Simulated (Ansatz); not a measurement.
# LuAlCu: the cost of one run

Method: DFT PBEsol, scalar-relativistic, plane waves, PAW, in Ansatz 0.2.0.

1 further run of the same task is left out (set aside as unsound or not needed). Runs told in other sessions of the task aren't counted.

## Step 1: The structure to begin with

The cell holds 24 atoms (Al7Cu8LaLu8): a = 7.504 Å, b = 7.504 Å, c = 8.961 Å, α = 114.27°, β = 114.27°, γ = 91.04°.

The coordinates of this cell stand in the input of its own run.

The host was relaxed before at PBEsol: a = 5.258 Å, b = 5.354 Å, c = 7.256 Å, α = 90.00°, β = 90.00°, γ = 90.00° (conventional cell), 17.023 Å³/atom.

Places, in fractions of the supercell: La in place of Al at (0.250, 0.250, 0.000). The start keeps the symmetry of the ideal site.

## Step 2: The perfect crystal in the supercell of 24 atoms

The input, input.yaml:

```yaml
crystal:
  lattice:
    - [5.2578336868, -5.3542083838, 0.0]
    - [5.2578336868, 5.3542083838, 0.0]
    - [-5.2578336868, 0.0, 7.256452364]
  atoms:
    - { symbol: Al, position: [0.25, 0.25, 0.0] }
    - { symbol: Al, position: [0.0, 0.5, 0.5] }
    - { symbol: Al, position: [0.75, 0.75, 0.0] }
    - { symbol: Al, position: [0.5, 0.0, 0.5] }
    - { symbol: Al, position: [0.25, 0.25, 0.5] }
    - { symbol: Al, position: [0.0, 0.5, 0.0] }
    - { symbol: Al, position: [0.75, 0.75, 0.5] }
    - { symbol: Al, position: [0.5, 0.0, 0.0] }
    - { symbol: Cu, position: [0.875, 0.125, 0.25] }
    - { symbol: Cu, position: [0.625, 0.375, 0.75] }
    - { symbol: Cu, position: [0.375, 0.625, 0.25] }
    - { symbol: Cu, position: [0.125, 0.875, 0.75] }
    - { symbol: Cu, position: [0.125, 0.375, 0.25] }
    - { symbol: Cu, position: [0.875, 0.625, 0.75] }
    - { symbol: Cu, position: [0.625, 0.875, 0.25] }
    - { symbol: Cu, position: [0.375, 0.125, 0.75] }
    - { symbol: Lu, position: [0.5635657356, 0.3135657356, 0.3771314711] }
    - { symbol: Lu, position: [0.3135657356, 0.5635657356, 0.8771314711] }
    - { symbol: Lu, position: [0.0635657356, 0.8135657356, 0.3771314711] }
    - { symbol: Lu, position: [0.8135657356, 0.0635657356, 0.8771314711] }
    - { symbol: Lu, position: [0.6864342644, 0.4364342644, 0.1228685289] }
    - { symbol: Lu, position: [0.4364342644, 0.6864342644, 0.6228685289] }
    - { symbol: Lu, position: [0.1864342644, 0.9364342644, 0.1228685289] }
    - { symbol: Lu, position: [0.9364342644, 0.1864342644, 0.6228685289] }
basis:
  ecutwfc: 420
  xc_grid: 2
kpoints:
  mp_grid: { grid: [3, 3, 3], shift: [0.0, 0.0, 0.0] }
hamiltonian:
  xc: pbesol
scf:
  occupations: { method: gaussian, width: 0.05 }
output:
  forces: true
  stress: true
  eigenvalues: true
```

Launch:

```
> ansatz run input.yaml --threads 8 --pin off --max-ram 14336MiB --backend cpu --events-out ev --progress --plain --runs-dir out
```

What time and memory should one allow on 8 threads of Intel Xeon Platinum 8488C (Sapphire Rapids), shared host?

About 7 s, with a peak of 3.1 GiB.
